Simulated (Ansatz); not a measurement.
# AlGaH4: small, medium and large basis sets

How large a basis does AlGaH4 need? Two functionals are run in growing sets.

Method: one geometry, several basis sets; program: Ansatz 0.2.0, Gaussian basis.

Levels to be run: PBE0-D4/def2-SVP; ωB97M-V/def2-SVP; PBE0-D4/def2-QZVPP; ωB97M-V/def2-QZVPP; the functionals' def2-TZVPP values are taken from earlier runs.

**1. The relaxed structure**

All runs share one geometry, relaxed beforehand with PBE0-D4 in a triple-zeta def2 set.

6 atoms, charge 0, spin multiplicity 1.

Atoms are counted from 1 here; the program's logs count them from 0.

Bond lengths: Al1–Ga2 2.446 Å, Al1–H3 1.582 Å, Al1–H4 1.582 Å, Al1–H5 1.713 Å, Ga2–H6 1.592 Å. Angles: Ga2–Al1–H3 114.1°, Ga2–Al1–H4 113.7°, Ga2–Al1–H5 54.3°, H3–Al1–H4 128.1°, H3–Al1–H5 111.8°, H4–Al1–H5 111.6°, Al1–Ga2–H6 143.5°.

Coordinates:

```xyz
6
charge 0, multiplicity 1
Al   -0.03711   -1.03668   -0.02197
Ga   -0.43375    1.32678   -0.51042
H    -1.13959   -1.69999    0.89829
H     0.92834   -1.74584   -1.05548
H     0.72790    0.28603    0.75258
H    -0.00369    2.80569   -0.10921
```

**2. PBE0-D4 in def2-SVP**

in.yaml

```yaml
crystal:
  periodic: [false, false, false]
  atoms:
    - {symbol: Al, position_ang: [-0.037113, -1.036675, -0.021971]}
    - {symbol: Ga, position_ang: [-0.433748, 1.326780, -0.510416]}
    - {symbol: H, position_ang: [-1.139585, -1.699990, 0.898294]}
    - {symbol: H, position_ang: [0.928338, -1.745837, -1.055476]}
    - {symbol: H, position_ang: [0.727897, 0.286031, 0.752576]}
    - {symbol: H, position_ang: [-0.003689, 2.805693, -0.109206]}
basis:
  gaussian: {orbitals: def2-SVP}
hamiltonian: {xc: pbe0, dispersion: d4}
output: {orbitals: {seedname: orbitals}}
```

Launch:

```sh
$ ansatz run in.yaml --threads 2 --pin off --events-out ev --progress --plain --max-ram 4352MiB
```

After this run come: ωB97M-V in def2-SVP; PBE0-D4 in def2-QZVPP; ωB97M-V in def2-QZVPP.

Before running them: what should the planned runs give, taken together? Wanted: PBE0-D4: double and triple zeta above quadruple; ωB97M-V: double and triple zeta above quadruple.

**Answer**, as computed:

| quantity | value |
| --- | --- |
| PBE0-D4: double and triple zeta above quadruple | 10.49, 1.39 eV |
| ωB97M-V: double and triple zeta above quadruple | 10.47, 1.36 eV |

What this shows: PBE0-D4 gains 9.10 eV from double to triple zeta, then 1.39 eV more. Total energies overstate the basis error of differences, where much of it tends to cancel.
